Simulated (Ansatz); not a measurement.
# C2H6OSSi: the cost of one run

Program: Ansatz 0.2.0. Level of theory: RKS PBE0-D4/STO-3G. These are calculated values, not measurements.

## (1) The starting structure

Bond lengths: C1–C2 1.352 Å, C2–O3 1.388 Å, C2–Si4 1.834 Å, Si4–S5 2.159 Å, C1–H6 1.063 Å, C1–H7 1.107 Å, O3–H8 0.970 Å, Si4–H9 1.562 Å, Si4–H10 1.453 Å, S5–H11 1.362 Å. Angles: C1–C2–O3 118.3°, C1–C2–Si4 123.7°, O3–C2–Si4 118.0°, C2–C1–H6 123.1°, C2–C1–H7 118.6°, H6–C1–H7 117.4°, C2–O3–H8 112.9°, C2–Si4–S5 107.1°, C2–Si4–H9 108.1°, C2–Si4–H10 113.7°, S5–Si4–H9 107.3°, S5–Si4–H10 111.1°, H9–Si4–H10 109.4°, Si4–S5–H11 95.4°.

Coordinates:

```xyz
11

C     0.3736    0.2121    1.8696
C     0.4049    0.2913    0.5205
O     1.1099    1.3359   -0.0601
Si   -0.3395   -0.9647   -0.5886
S    -0.4313   -0.0929   -2.5613
H    -0.2227   -0.4935    2.3961
H     0.8471    1.0201    2.4595
H     1.1588    1.2669   -1.0268
H    -1.8089   -1.2136   -0.1216
H     0.3813   -2.2263   -0.6074
H    -1.4080    0.8075   -2.2594
```

## (2) End point A

Input file input.yaml:

```yaml
crystal:
  periodic: [false, false, false]
  atoms:
    - { symbol: C, position_ang: [0.3736, 0.2121, 1.8696] }
    - { symbol: C, position_ang: [0.4049, 0.2913, 0.5205] }
    - { symbol: O, position_ang: [1.1099, 1.3359, -0.0601] }
    - { symbol: Si, position_ang: [-0.3395, -0.9647, -0.5886] }
    - { symbol: S, position_ang: [-0.4313, -0.0929, -2.5613] }
    - { symbol: H, position_ang: [-0.2227, -0.4935, 2.3961] }
    - { symbol: H, position_ang: [0.8471, 1.0201, 2.4595] }
    - { symbol: H, position_ang: [1.1588, 1.2669, -1.0268] }
    - { symbol: H, position_ang: [-1.8089, -1.2136, -0.1216] }
    - { symbol: H, position_ang: [0.3813, -2.2263, -0.6074] }
    - { symbol: H, position_ang: [-1.408, 0.8075, -2.2594] }
basis:
  gaussian: { orbitals: STO-3G }
hamiltonian:
  xc: pbe0
  dispersion: d4
relax:
  f_tol: 0.015
  max_steps: 40
```

On the command line:

```sh
> ansatz run input.yaml --threads 1 --pin off --max-ram 2048MiB --backend cpu --events-out ev --progress --plain --runs-dir out
```

What time and memory should one allow on 1 thread of Intel Xeon 6975P-C (Granite Rapids), shared host?

About 21 s, with a peak of 0.16 GiB.
